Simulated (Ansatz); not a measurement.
**SiNi: the crystal squeezed far**

The task here is to estimate one member of a computed series from the others.

Computed with Ansatz 0.2.0 (DFT PBEsol, with the methods named in each step, unless a step's input says otherwise).

1 further run of the same task is left out (it didn't finish).

## The system as given

Symmetry: Fm-3m, No. 225, cubic system. The conventional cell has a = 4.605 Å, b = 4.605 Å, c = 4.605 Å, α = 90.00°, β = 90.00°, γ = 90.00°. Ni (site symmetry m-3m) is surrounded by 6 Si at 2.30 Å. Si (site symmetry m-3m) has 6 Ni at 2.30 Å as nearest neighbours.

As a file:

```
CELL_PARAMETERS angstrom
0.00000 2.30249 2.30249
2.30249 0.00000 2.30249
2.30249 2.30249 0.00000
ATOMIC_POSITIONS crystal
Ni 0.00000 0.00000 0.00000
Si 0.50000 0.50000 0.50000
```

Whether this phase is the stable one at these pressures isn't tested.

Atoms are numbered in the order of the input: Ni1, Si2.

The first run:

Contents of input.yaml:

```yaml
crystal:
  lattice:
    - [0.0, 2.3024851496, 2.3024851496]
    - [2.3024851496, 0.0, 2.3024851496]
    - [2.3024851496, 2.3024851496, 0.0]
  atoms:
    - { symbol: Ni, position: [0.0, 0.0, 0.0] }
    - { symbol: Si, position: [0.5, 0.5, 0.5] }
kpoints:
  mp_grid: { grid: [14, 14, 14] }
scf:
  occupations: { method: fermi_dirac, width: 0.08 }
hamiltonian:
  xc: pbesol
  pseudopotentials: { kind: paw }
output:
  forces: true
  stress: true
relax:
  f_tol: 0.005
  max_steps: 40
  cell: {}
```

Started as:

```
> ansatz run input.yaml --threads 1 --pin off --max-ram 2048MiB --backend cpu --events-out ev --progress --plain --runs-dir out
```

Among the steps run: Cell relaxed at zero pressure, PAW; Volume scaled by 1, PAW; Volume scaled by 0.94, PAW; Volume scaled by 0.88, PAW; Volume scaled by 0.8, PAW; Volume scaled by 0.72, PAW; Volume scaled by 0.64, PAW; Volume scaled by 0.55, PAW; Volume scaled by 0.55, PAW (core large).

One table of the session follows, with a row left open; its other results are not shown here.

 The rows PAW, 0.55 and PAW (core large), 0.55 agree to the last digit and may rest on the same set-up.

```
          method  volume over the first  volume (Å³/atom)  pressure (GPa)
             PAW                      1            12.844            0.02
             PAW                   0.94            12.073           11.16
             PAW                   0.88            11.302           26.64
             PAW                    0.8            10.275           57.25
             PAW                   0.72             9.247          105.81
             PAW                   0.64                 ?               ?
             PAW                   0.55             7.064          340.34
PAW (core large)                   0.55             7.064          340.34
```

**Question.** Estimate the row for PAW, 0.64.

**Answer.** volume (Å³/atom): 8.220; pressure (GPa): 184.78. In the column «volume (Å³/atom)» it lies between PAW (core large), 0.55 (7.064) and PAW, 0.72 (9.247).

Caveats from the session: Spin polarisation is left out here, though a magnetic state may lie well lower. Warnings in the runs' records: datasets by core.
